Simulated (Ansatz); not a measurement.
C2H6Cl2Ge, SMILES [CH3][GeH2][CH](Cl)Cl, vertical spin-state energies

Program: Ansatz 0.2.0 through its Python package.

At the Python prompt:
```pycon
>>> import ansatz
>>> c2h6cl2ge = (
...     ansatz.Crystal.molecule()
...     .atom("C", (-1.4541, -0.2327, 0.6729))
...     .atom("Ge", (0.0133, -0.6378, -0.5379))
...     .atom("C", (1.4425, 0.6622, -0.3091))
...     .atom("Cl", (0.8284, 2.2924, -0.6656))
...     .atom("Cl", (2.0383, 0.6048, 1.3653))
...     .atom("H", (-2.2631, -0.9789, 0.5347))
...     .atom("H", (-1.8452, 0.7819, 0.4536))
...     .atom("H", (-1.0906, -0.2707, 1.7202))
...     .atom("H", (-0.4984, -0.586, -1.9998))
...     .atom("H", (0.5559, -2.0565, -0.2303))
...     .atom("H", (2.2729, 0.4213, -1.004))
... )
>>> base = (
...     c2h6cl2ge.calculation()
...     .basis(gaussian="def2-TZVP")
...     .functional("PBE0")
... )
>>> found = {}
>>> for unpaired in [0, 2]:
...     rep = base.spin("collinear", total=unpaired).run().report
...     s = unpaired / 2
...     found[unpaired] = rep["free_energy_ev"]
...     print(f"2S+1 = {unpaired + 1}: E = {found[unpaired]:.5f} eV, <S^2> = {abs(rep['mean_field']['state']['spin_squared']):.3f} (pure state {s * (s + 1):.2f})")
...
2S+1 = 1: E = -83718.95647 eV, <S^2> = 0.000 (pure state 0.00)
2S+1 = 3: E = -83713.27835 eV, <S^2> = 2.006 (pure state 2.00)
>>> lowest = min(found, key=found.get)
>>> for unpaired, e in found.items():
...     print(f"multiplicity {unpaired + 1}: {(e - found[lowest]):.3f} eV above the lowest")
...
multiplicity 1: 0.000 eV above the lowest
multiplicity 3: 5.678 eV above the lowest
```

In order: multiplicity 1 (+0.00 eV) and multiplicity 3 (+5.68 eV), all at the one geometry.

Reading the output:
- Total energies depend on the basis set; only differences at equal settings carry meaning.
- The geometry is a force-field or estimated start, not a minimum of this method, and the basis set is short of its limit. All parts are taken at fixed geometry, without zero-point energy.
- Finished in 89 s on 1 thread of Intel(R) Xeon(R) Platinum 8488C (Sapphire Rapids) (shared host), peak memory 1.4 GiB.

(Lines on the test bed's own set-up are left out of the output.)
